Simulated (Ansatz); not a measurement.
# H₇O₃ScSi₂: how energies converge with the basis set

An exercise on one series of results from a longer session: the logs are not shown, and one member is left open.

Program: Ansatz 0.2.0, Gaussian basis. Level of theory: one geometry, several basis sets. These are calculated values, not measurements.

Levels to be run: PBE0-D4/def2-SVP; ωB97M-V/def2-SVP; PBE0-D4/def2-QZVPP; ωB97M-V/def2-QZVPP; the functionals' def2-TZVPP values are taken from earlier runs.

## The geometry

All runs share one geometry, relaxed beforehand with PBE0-D4 in a triple-zeta def2 set.

SMILES `[OH][Sc]([O][SiH3])[O][SiH3]`, 13 atoms, charge 0, spin multiplicity 1.

Atoms are counted from 1 here; the program's logs count them from 0.

Bond lengths: O1–Sc2 1.858 Å, O1–H7 0.952 Å, Sc2–O3 1.895 Å, Sc2–O5 1.895 Å, O3–Si4 1.627 Å, Si4–H8 1.489 Å, Si4–H9 1.490 Å, Si4–H10 1.490 Å, O5–Si6 1.627 Å, Si6–H11 1.490 Å, Si6–H12 1.489 Å, Si6–H13 1.490 Å. Angles: Sc2–O1–H7 179.0°, O1–Sc2–O3 120.8°, O1–Sc2–O5 120.7°, O3–Sc2–O5 118.5°, Sc2–O3–Si4 179.6°, O3–Si4–H8 110.6°, O3–Si4–H9 110.8°, O3–Si4–H10 110.4°, H8–Si4–H9 108.3°, H8–Si4–H10 108.3°, H9–Si4–H10 108.3°, Sc2–O5–Si6 179.3°, O5–Si6–H11 110.5°, O5–Si6–H12 110.8°, O5–Si6–H13 110.6°, H11–Si6–H12 108.3°, H11–Si6–H13 108.4°, H12–Si6–H13 108.2°.

Coordinates:

| atom | x (Å) | y (Å) | z (Å) |
| --- | --- | --- | --- |
| O1 | -0.2391 | 2.5809 | -1.2340 |
| Sc2 | -0.0882 | 0.9120 | -0.4306 |
| O3 | -1.5056 | -0.3418 | -0.5264 |
| Si4 | -2.7230 | -1.4174 | -0.6199 |
| O5 | 1.4897 | 0.4251 | 0.4988 |
| Si6 | 2.8543 | 0.0231 | 1.2887 |
| H7 | -0.3308 | 3.4316 | -1.6520 |
| H8 | -2.9397 | -2.0802 | 0.6962 |
| H9 | -3.9917 | -0.7473 | -1.0201 |
| H10 | -2.4107 | -2.4683 | -1.6283 |
| H11 | 3.9899 | -0.1071 | 0.3335 |
| H12 | 2.6914 | -1.2754 | 1.9996 |
| H13 | 3.2035 | 1.0650 | 2.2945 |

Set-up of the first run:

Contents of in.yaml:

```yaml
crystal:
  periodic: [false, false, false]
  atoms:
    - {symbol: O, position_ang: [-0.239131, 2.580864, -1.233992]}
    - {symbol: Sc, position_ang: [-0.088238, 0.911954, -0.430611]}
    - {symbol: O, position_ang: [-1.505568, -0.341829, -0.526361]}
    - {symbol: Si, position_ang: [-2.723005, -1.417433, -0.619890]}
    - {symbol: O, position_ang: [1.489687, 0.425092, 0.498799]}
    - {symbol: Si, position_ang: [2.854304, 0.023132, 1.288706]}
    - {symbol: H, position_ang: [-0.330786, 3.431564, -1.651963]}
    - {symbol: H, position_ang: [-2.939664, -2.080157, 0.696156]}
    - {symbol: H, position_ang: [-3.991700, -0.747334, -1.020071]}
    - {symbol: H, position_ang: [-2.410691, -2.468269, -1.628319]}
    - {symbol: H, position_ang: [3.989883, -0.107146, 0.333486]}
    - {symbol: H, position_ang: [2.691426, -1.275403, 1.999564]}
    - {symbol: H, position_ang: [3.203462, 1.064964, 2.294497]}
basis:
  gaussian: {orbitals: def2-SVP}
hamiltonian: {xc: pbe0, dispersion: d4}
output: {orbitals: {seedname: orbitals}}
```

Launch:

```sh
> ansatz run in.yaml --threads 4 --pin off --events-out ev --progress --plain --max-ram 11315MiB
```

Among the steps run: PBE0-D4 in def2-SVP; ωB97M-V in def2-SVP; PBE0-D4 in def2-QZVPP; ωB97M-V in def2-QZVPP.

One of the session's tables, all rows but one given; the rest of the session is left out.

It belongs to the step «Density functionals: the series». 

| functional | basis | HOMO (eV) | LUMO (eV) |
| --- | --- | --- | --- |
| PBE0-D4 | def2-SVP | -8.13 | -1.76 |
| PBE0-D4 | def2-TZVPP | -8.32 | -1.94 |
| PBE0-D4 | def2-QZVPP | ? | ? |
| ωB97M-V | def2-SVP | -10.39 | -0.28 |
| ωB97M-V | def2-TZVPP | -10.62 | -0.47 |
| ωB97M-V | def2-QZVPP | -10.63 | -0.50 |

Estimate the missing values for PBE0-D4, def2-QZVPP.

As computed: HOMO (eV): -8.33; LUMO (eV): -1.94. In the column «HOMO (eV)» it lies between ωB97M-V, def2-SVP (-10.39) and PBE0-D4, def2-TZVPP (-8.32).
